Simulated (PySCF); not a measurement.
# H24N8Nd (Nd(NH3)83+): the cost of one run

Program: PySCF 2.14.0. Level of theory: PBE, Nd lcecp-1-SVP with ECP49, N def2-SVP, H def2-SVP; scalar-relativistic core potentials, no spin–orbit coupling. These are calculated values, not measurements.

2 further runs of the same task are left out: 2 for a known fault of the program. Runs told in other sessions of the task aren't counted.

## Step 1: Where the work starts

33 atoms, charge 3, spin multiplicity 1.

Bond lengths: Nd1–N2 2.623 Å, Nd1–N6 2.623 Å, Nd1–N10 2.623 Å, Nd1–N14 2.623 Å, Nd1–N18 2.623 Å, Nd1–N22 2.623 Å, Nd1–N26 2.623 Å, Nd1–N30 2.623 Å, N2–H3 1.020 Å, N2–H4 1.020 Å, N2–H5 1.020 Å, N6–H7 1.020 Å, N6–H8 1.020 Å, N6–H9 1.020 Å, N10–H11 1.020 Å, N10–H12 1.020 Å, N10–H13 1.020 Å, N14–H15 1.020 Å and more. Angles: N2–Nd1–N6 74.6°, N2–Nd1–N10 118.0°, N2–Nd1–N14 74.6°, N2–Nd1–N18 75.2°, N2–Nd1–N22 141.7°, N2–Nd1–N26 141.7°, N2–Nd1–N30 75.2°, N6–Nd1–N10 74.6°, N6–Nd1–N14 118.0°, N6–Nd1–N18 75.2°, N6–Nd1–N22 75.2°, N6–Nd1–N26 141.7°, N6–Nd1–N30 141.7°, N10–Nd1–N14 74.6°, N10–Nd1–N18 141.7°, N10–Nd1–N22 75.2°, N10–Nd1–N26 75.2°, N10–Nd1–N30 141.7° and more.

Geometry (Å):

```xyz
33

Nd    0.00000    0.00000    0.00000
N     2.24830    0.00000    1.35010
H     2.17070   -0.46960    2.25230
H     3.00820   -0.46960    0.85770
H     2.58940    0.93920    1.55500
N     0.00000    2.24830    1.35010
H     0.46960    2.17070    2.25230
H     0.46960    3.00820    0.85770
H    -0.93920    2.58940    1.55500
N    -2.24830    0.00000    1.35010
H    -2.17070    0.46960    2.25230
H    -3.00820    0.46960    0.85770
H    -2.58940   -0.93920    1.55500
N     0.00000   -2.24830    1.35010
H    -0.46960   -2.17070    2.25230
H    -0.46960   -3.00820    0.85770
H     0.93920   -2.58940    1.55500
N     1.58980    1.58980   -1.35010
H     2.45910    1.79500   -0.85770
H     1.86700    1.20290   -2.25230
H     1.16690    2.49510   -1.55500
N    -1.58980    1.58980   -1.35010
H    -1.79500    2.45910   -0.85770
H    -1.20290    1.86700   -2.25230
H    -2.49510    1.16690   -1.55500
N    -1.58980   -1.58980   -1.35010
H    -2.45910   -1.79500   -0.85770
H    -1.86700   -1.20290   -2.25230
H    -1.16690   -2.49510   -1.55500
N     1.58980   -1.58980   -1.35010
H     1.79500   -2.45910   -0.85770
H     1.20290   -1.86700   -2.25230
H     2.49510   -1.16690   -1.55500
```

Formal oxidation states: Nd +3. Each metal's 3 4f electrons lie in its core potential, so multiplicities, spins and levels count the valence alone.

## Step 2: SCF at the start, singlet

run.py (the lines that set the calculation)

```python
mol = gto.M(atom='''
Nd     0.00000     0.00000     0.00000
N      2.24830     0.00000     1.35010
H      2.17070    -0.46960     2.25230
H      3.00820    -0.46960     0.85770
H      2.58940     0.93920     1.55500
N      0.00000     2.24830     1.35010
H      0.46960     2.17070     2.25230
H      0.46960     3.00820     0.85770
H     -0.93920     2.58940     1.55500
N     -2.24830     0.00000     1.35010
H     -2.17070     0.46960     2.25230
H     -3.00820     0.46960     0.85770
H     -2.58940    -0.93920     1.55500
N      0.00000    -2.24830     1.35010
H     -0.46960    -2.17070     2.25230
H     -0.46960    -3.00820     0.85770
H      0.93920    -2.58940     1.55500
N      1.58980     1.58980    -1.35010
H      2.45910     1.79500    -0.85770
H      1.86700     1.20290    -2.25230
H      1.16690     2.49510    -1.55500
N     -1.58980     1.58980    -1.35010
H     -1.79500     2.45910    -0.85770
H     -1.20290     1.86700    -2.25230
H     -2.49510     1.16690    -1.55500
N     -1.58980    -1.58980    -1.35010
H     -2.45910    -1.79500    -0.85770
H     -1.86700    -1.20290    -2.25230
H     -1.16690    -2.49510    -1.55500
N      1.58980    -1.58980    -1.35010
H      1.79500    -2.45910    -0.85770
H      1.20290    -1.86700    -2.25230
H      2.49510    -1.16690    -1.55500''',
    basis={'Nd': 'lcecp-1-SVP', 'N': 'def2-SVP', 'H': 'def2-SVP'},
    ecp={'Nd': 'lcecp-1-SVP'},
    charge=3, spin=0)
mf = dft.RKS(mol, xc='PBE')
mf.grids.atom_grid = (50, 194)  # f atoms: unpruned, at least (60, 302)
mf = mf.density_fit()  # fitting sets: Nd AutoAux, N def2-universal-JKFIT, H def2-universal-JKFIT
mf.conv_tol = 1e-08; mf.max_cycle = 55
mf.kernel(dm0)  # dm0: free metal ions and neutral atoms
```

Run with:

```sh
OMP_NUM_THREADS=8 python run.py
```

Q: Estimate wall time and peak memory on 8 threads of AMD EPYC 7R43 (Zen 3), shared host.

About 13 s, with a peak of 2.3 GiB.
